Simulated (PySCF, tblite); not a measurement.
# C₆H₉GeNS: geometry, infrared bands and NMR shifts

What infrared bands and NMR shifts should C₆H₉GeNS (`C[S][Ge@@H]1[CH2]C=C[C@@H]1C#N`) show?

Programs: tblite 0.8.0 and PySCF 2.14.0, with density-fitted response routines of our own. Each step states its level of theory. These are calculated values for one molecule in the gas phase, unless marked as measured. Atoms are numbered from 0 throughout.

## Step 1: The starting structure

18 atoms, charge 0, multiplicity 1; geometry from: force field or distance geometry start.

Bonds of the start (Å): C0–S1 1.84, S1–Ge2 2.23, Ge2–C3 1.94, C3–C4 1.51, C4–C5 1.33, C5–C6 1.50, C6–C7 1.47, C7–N8 1.15, C6–Ge2 1.93, C0–H9 1.12, C0–H10 1.11, C0–H11 1.10, Ge2–H12 1.54, C3–H13 1.10, C3–H14 1.10, C4–H15 1.09, C5–H16 1.09, C6–H17 1.12.

## Step 2: Geometry optimisation with GFN2-xTB

Job settings and geometry (Å):

```
{"job": {"kind": "relax", "xc": "GFN2-xTB", "basis": "xTB"}, "charge": 0, "multiplicity": 1}
C      3.018900     0.520000     0.313900
S      1.774900     1.162800    -0.873100
Ge     0.376900    -0.532600    -0.513000
C     -1.129900    -0.419500    -1.734300
C     -2.321300    -0.224600    -0.834300
C     -2.144800    -0.147200     0.482700
C     -0.751000    -0.268100     1.032800
C     -0.371700     0.956500     1.756500
N     -0.077700     1.914000     2.319200
H      2.565100     0.453000     1.335300
H      3.363900    -0.478800    -0.010800
H      3.870000     1.215300     0.347500
H      1.043400    -1.919500    -0.530100
H     -1.006100     0.433100    -2.418300
H     -1.232700    -1.366000    -2.292100
H     -3.316600    -0.136800    -1.257500
H     -2.986700    -0.001000     1.151900
H     -0.683100    -1.154300     1.711900
```

Command:

```console
$ OMP_NUM_THREADS=1 python probes_run.py task.json out
```

The driver reads the jobs from task.json and runs them one after another.

**Question.** This job is followed by: GFN2-xTB harmonic vibrations, gas phase; GIAO PBE0/pcSseg-1 NMR shielding, non-relativistic, gas phase. Predict these results of the whole session: strongest single infrared mode (GFN2-xTB); zero-point energy (GFN2-xTB); ¹³C shifts against TMS (PBE0/pcSseg-1); ¹H shifts against TMS (PBE0/pcSseg-1, means over atoms taken as alike); ³³S shifts against CS2 (PBE0/pcSseg-1); ⁷³Ge shifts against GeMe4 (PBE0/pcSseg-1); ¹⁵N shifts against NH3 (PBE0/pcSseg-1).

**Answer**, as computed:

```
                                                              quantity                                         value
                             strongest single infrared mode (GFN2-xTB)                         1746 cm⁻¹, 461 km/mol
                                          zero-point energy (GFN2-xTB)                                 80.7 kcal/mol
                                ¹³C shifts against TMS (PBE0/pcSseg-1)     141.8, 134.8, 124.3, 24.9, 23.4, 14.2 ppm
¹H shifts against TMS (PBE0/pcSseg-1, means over atoms taken as alike)  6.33, 6.01, 5.90, 2.79, 2.44, 2.12, 2.10 ppm
                                ³³S shifts against CS2 (PBE0/pcSseg-1)                                      -164 ppm
                             ⁷³Ge shifts against GeMe4 (PBE0/pcSseg-1)                                        32 ppm
                                ¹⁵N shifts against NH3 (PBE0/pcSseg-1)                                     295.5 ppm
```

In words: Over 104 steps the energy fell by 0.316 eV; of the close pairs, Ge2–C6 changed most, 1.932 to 2.041 Å. All 48 modes are real, so the xTB geometry is a minimum. The strongest single mode, at 1746 cm⁻¹, moves mainly H12. Unscaled tight-binding wavenumbers are off by several per cent, some by more. Its intensities can rank the bands wrongly. At PBE0/pcSseg-1: The widest tensor belongs to N8: span 477 ppm, with a paramagnetic part of -369 ppm. Spin-orbit coupling is left out, which matters for shieldings and couplings at and beside the heavy atoms.
